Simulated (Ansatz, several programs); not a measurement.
An ordered 8-atom cell of AlGa3As4 on the zincblende lattice (P-43m), relaxed with PBE in Ansatz (plane waves, PAW): it is cubic, P-43m (No. 215); conventional cell a = 5.740 Å, 23.64 Å³ an atom. Al has 4 As at 2.48 Å; As has 1 Al at 2.48 Å and 3 Ga at 2.49 Å; Ga has 4 As at 2.49 Å. The cell was then scaled with its shape and fractional coordinates held, which makes it stiffer than a relaxed compression. All values are calculated for a non-magnetic cell, which may be hypothetical.

```tsv
V (Å³/atom)	E (meV/atom)
22.226	18.74
22.935	4.42
23.644	0.00
25.063	14.96
```

Task: Pass a cubic E = c₀ + c₁u + c₂u² + c₃u³, with u = V − 23.467 Å³, through these points.

Result: c₀ = 0.26, c₁ = -2.978, c₂ = 8.743, c₃ = -0.6921 (meV and Å³).

Task: Where is the minimum, and what bulk modulus follows?

Result: dE/du = 0 at u = +0.174, so V₀ = 23.64 Å³. B = V₀ d²E/dV² = 23.64 × (2c₂ + 6c₃u) = 23.64 × 16.763 = 396 meV/Å³, and 1 meV/Å³ is 0.16022 GPa: 63 GPa. A third-order Birch-Murnaghan fit to all five points gives 23.64 Å³ and 63 GPa.

Task: Predict the energy and the pressure at the withheld volume, 24.354 Å³.

Result: With u = +0.887: E ≈ 4.01 meV and P = −dE/dV ≈ -1.75 GPa. The run gives 3.95 meV and, from its stress, -1.74 GPa.
